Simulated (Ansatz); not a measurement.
**C3H10FHfNO: a ladder of functionals and wavefunction methods**

The task here is to estimate one member of a computed series from the others.

Program: Ansatz 0.2.0, Gaussian basis. Level of theory: functionals in def2-TZVPP, the program's frozen cores in correlated methods. These are calculated values, not measurements.

The runs, in order: LDA (SPW92), PBE-D4, revPBE-D4, BLYP-D4, r2SCAN-D4, B97M-V, PBE0-D4, B3LYP-D4, r2SCANh-D4, r2SCAN0-D4, HSE06-D4, BHLYP-D4, CAM-B3LYP-D4, LC-ωPBE, ωB97X-V, ωB97M-V, B2PLYP, PBE-QIDH; CCSD(T)/def2-SVP; CCSD(T)/def2-TZVPP; MP2/def2-QZVPP; extrapolation to the limit; RPA on PBE.

1 further run of the same task is left out (it didn't finish).

### The geometry

An earlier PBE0-D4 in a triple-zeta def2 set relaxation fixed the geometry. Hf takes the def2 core potential; no spin-orbit term is included.

17 atoms, charge 0, spin multiplicity 1.

Atoms are counted from 1 here; the program's logs count them from 0.

Bond lengths: C1–N2 1.441 Å, C1–H8 1.092 Å, C1–H9 1.099 Å, C1–H10 1.100 Å, N2–C3 1.445 Å, N2–Hf4 2.021 Å, C3–H11 1.099 Å, C3–H12 1.099 Å, C3–H13 1.096 Å, Hf4–C5 2.231 Å, Hf4–O6 1.925 Å, Hf4–F7 1.925 Å, C5–H14 1.097 Å, C5–H15 1.096 Å, C5–H16 1.095 Å, O6–H17 0.952 Å. Angles: N2–C1–H8 110.7°, N2–C1–H9 111.5°, N2–C1–H10 111.6°, H8–C1–H9 107.8°, H8–C1–H10 107.8°, H9–C1–H10 107.3°, C1–N2–C3 112.7°, C1–N2–Hf4 128.6°, C3–N2–Hf4 118.7°, N2–C3–H11 111.6°, N2–C3–H12 111.7°, N2–C3–H13 111.2°, H11–C3–H12 107.7°, H11–C3–H13 107.3°, H12–C3–H13 107.1°, N2–Hf4–C5 104.0°, N2–Hf4–O6 109.6°, N2–Hf4–F7 110.4° and more.

The first run:

in.yaml

```yaml
crystal:
  periodic: [false, false, false]
  atoms:
    - {symbol: C, position_ang: [0.874566, -1.560425, -1.064954]}
    - {symbol: N, position_ang: [0.655293, -0.217937, -0.588167]}
    - {symbol: C, position_ang: [0.890020, 0.781358, -1.605369]}
    - {symbol: Hf, position_ang: [0.067029, 0.386834, 1.248341]}
    - {symbol: C, position_ang: [-2.089562, 0.893027, 0.984751]}
    - {symbol: O, position_ang: [0.156029, -1.094157, 2.474933]}
    - {symbol: F, position_ang: [0.925267, 2.045823, 1.715236]}
    - {symbol: H, position_ang: [0.697835, -2.287081, -0.268532]}
    - {symbol: H, position_ang: [0.202629, -1.805919, -1.899812]}
    - {symbol: H, position_ang: [1.904981, -1.698848, -1.423402]}
    - {symbol: H, position_ang: [0.213107, 0.654072, -2.461837]}
    - {symbol: H, position_ang: [1.920822, 0.740904, -1.985217]}
    - {symbol: H, position_ang: [0.731185, 1.792122, -1.211956]}
    - {symbol: H, position_ang: [-2.529241, 1.290758, 1.907519]}
    - {symbol: H, position_ang: [-2.231055, 1.650266, 0.204744]}
    - {symbol: H, position_ang: [-2.676794, 0.015007, 0.694672]}
    - {symbol: H, position_ang: [0.287897, -1.585794, 3.279060]}
basis:
  gaussian: {orbitals: def2-TZVPP}
hamiltonian: {xc: lda}
output: {orbitals: {seedname: orbitals}}
```

On the command line:

```bash
ansatz run in.yaml --threads 2 --pin off --events-out ev --progress --plain --max-ram 22528MiB --backend cuda --devices 0, --max-vram 18GiB
```

Steps of the session up to this table: LDA; PBE-D4 (GGA); revPBE-D4 (GGA); BLYP-D4 (GGA); r2SCAN-D4 (meta-GGA); B97M-V (meta-GGA); PBE0-D4 (hybrid); B3LYP-D4 (hybrid); r2SCANh-D4 (hybrid); r2SCAN0-D4 (hybrid); HSE06-D4 (hybrid); BHLYP-D4 (hybrid); CAM-B3LYP-D4 (range-separated); LC-ωPBE (range-separated); ωB97X-V (range-separated); ωB97M-V (range-separated); B2PLYP (double hybrid); PBE-QIDH (double hybrid).

One of the session's tables, all rows but one given; the rest of the session is left out.

It belongs to the step «Frontier levels by functional». 

```
  functional  HOMO (eV)  gap (eV)
 LDA (SPW92)      -5.39      4.46
      PBE-D4      -5.25      4.55
   revPBE-D4      -5.19      4.58
     BLYP-D4      -5.14      4.45
   r2SCAN-D4      -5.46      5.09
      B97M-V      -5.57      4.90
     PBE0-D4      -6.50      6.50
    B3LYP-D4      -6.30      6.00
  r2SCANh-D4      -5.93      5.91
  r2SCAN0-D4          ?         ?
    HSE06-D4      -6.10      5.76
    BHLYP-D4      -7.70      8.17
CAM-B3LYP-D4      -7.86      8.49
     LC-ωPBE      -9.17     10.92
     ωB97X-V      -8.85     10.41
     ωB97M-V      -8.78      9.83
```

**Question.** Estimate the row for r2SCAN0-D4.

Worked estimate for «HOMO (eV)». Against the share of exact exchange, r2SCAN-D4 (0, -5.46), r2SCANh-D4 (0.1, -5.93) give a slope of -4.70 per unit share; at 0.25 the line stands at -6.63.

The run gave: HOMO (eV): -6.66; gap (eV): 6.98. In «HOMO (eV)» the line misses by +0.03.
